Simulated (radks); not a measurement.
# The series with 7 electrons, N to Co²⁰⁺

An exercise on one series of results from a longer session: the logs are not shown, and one member is left open.

The numbers are computed with radks (a radial shooting solver on a logarithmic mesh, Libxc functionals) version 1 (non-relativistic Kohn-Sham, PBEsol, spin-polarised, spherical densities, point nucleus; open shells are filled with parallel spins first), except any that are marked as measured or tabulated.

## Starting point

```
electrons     : 7
ions          : N, O⁺, F²⁺, Ne³⁺, Mg⁵⁺, Al⁶⁺, Si⁷⁺, P⁸⁺, S⁹⁺, Cl¹⁰⁺, Ar¹¹⁺, K¹²⁺, Ca¹³⁺, Sc¹⁴⁺, Ti¹⁵⁺, V¹⁶⁺, Cr¹⁷⁺, Mn¹⁸⁺, Fe¹⁹⁺, Co²⁰⁺
configuration : [He] 2s2 2p3
```

The outer shells:

[He] 2s2 2p3
```
[He] core
2s [↑↓]
2p [↑ ][↑ ][↑ ]
```

The first run:

Input:

```text
Z 7
configuration [He] 2s2 2p3
relativity non-relativistic
functional pbe_sol,pbe_sol
spin polarised
nucleus point
```

Steps of the session up to this table: N.

One of the session's tables, all rows but one given; the rest of the session is left out.

It belongs to the step «N». Radial moments (bohr):

```
  level     <r>  outermost maximum (interpolated)  90 % within
  1s up  0.2309                             0.149        0.414
1s down       ?                                 ?            ?
  2s up   1.309                              1.01         2.10
2s down   1.370                              1.03         2.22
  2p up   1.433                             0.961         2.48
2p down   1.662                              1.02         2.98
```

Estimate the missing values for 1s down.

**Answer.** <r>: 0.2299; outermost maximum (interpolated): 0.149; 90 % within: 0.412. In the column «<r>» it is the lowest.
